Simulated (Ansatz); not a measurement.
# CH₇BN₂O, SMILES NB(N)CO: a rigid torsion scan

Computed with Ansatz 0.2.0, Python API.

Run as a notebook:

```python
import ansatz as az
from ase import Atoms

atoms = Atoms(['N', 'B', 'N', 'C', 'O', 'H', 'H', 'H', 'H', 'H', 'H', 'H'], positions=[
    [-0.5956, 1.0709, 0.8633],
    [0.0972, -0.102, 0.3047],
    [0.3601, -1.289, 1.1946],
    [0.6762, -0.1181, -1.213],
    [0.2802, 1.0586, -1.885],
    [-0.8787, 0.9452, 1.851],
    [-1.524, 1.1788, 0.3403],
    [-0.4854, -1.6196, 1.5636],
    [0.939, -0.9166, 2.0691],
    [1.7072, -0.2486, -1.1885],
    [0.1453, -1.0032, -1.7123],
    [-0.6445, 0.9884, -2.1538],
])

# relax first, so that the scan starts from a minimum
first = az.Crystal.molecule_from_ase(atoms).calculation()
first = first.basis(gaussian='def2-SVP').functional('r2scan0')
first = first.relax(force_tolerance=0.02, max_steps=80)
atoms.positions = first.run(threads=1, backend='cpu').report['positions_ang']
```

```python
start = atoms.get_dihedral(2, 1, 0, 5)
energies = {}
for turn in range(0, 360, 40):
    turned = atoms.copy()
    turned.set_dihedral(2, 1, 0, 5, start + turn, indices=[0, 5, 6])
    setup = (
        az.Crystal.molecule_from_ase(turned).calculation()
        .basis(gaussian='def2-SVP')
        .functional('r2scan0')
    )
    energies[round((start + turn) % 360)] = setup.run(threads=1, backend='cpu').report['free_energy_ev']
floor = min(energies.values())
print('dihedral N2-B1-N0-H5 (deg)   E - E(min) (kcal/mol)')
for angle, e in sorted(energies.items()):
    print(f'{angle:8d} {23.060548 * (e - floor):14.3f}  ' + '#' * int(30 * (e - floor) / max(max(energies.values()) - floor, 1e-9)))
```

    dihedral N2-B1-N0-H5 (deg)   E - E(min) (kcal/mol)
           4          0.000
          44          9.011  ############
          84         21.910  #############################
         124         16.767  ######################
         164          3.273  ####
         204          3.724  #####
         244         17.200  #######################
         284         22.175  ##############################
         324          8.963  ############

The scan is rigid and the energies are electronic, in a modest basis. With rigid groups the curve can differ much from the relaxed path, the start wasn't checked as a minimum of this torsion, and equivalent turns needn't return to the same energy. The whole script took 3.6 min on 1 thread of Arm Neoverse V1 (shared host), peak memory 0.31 GiB.
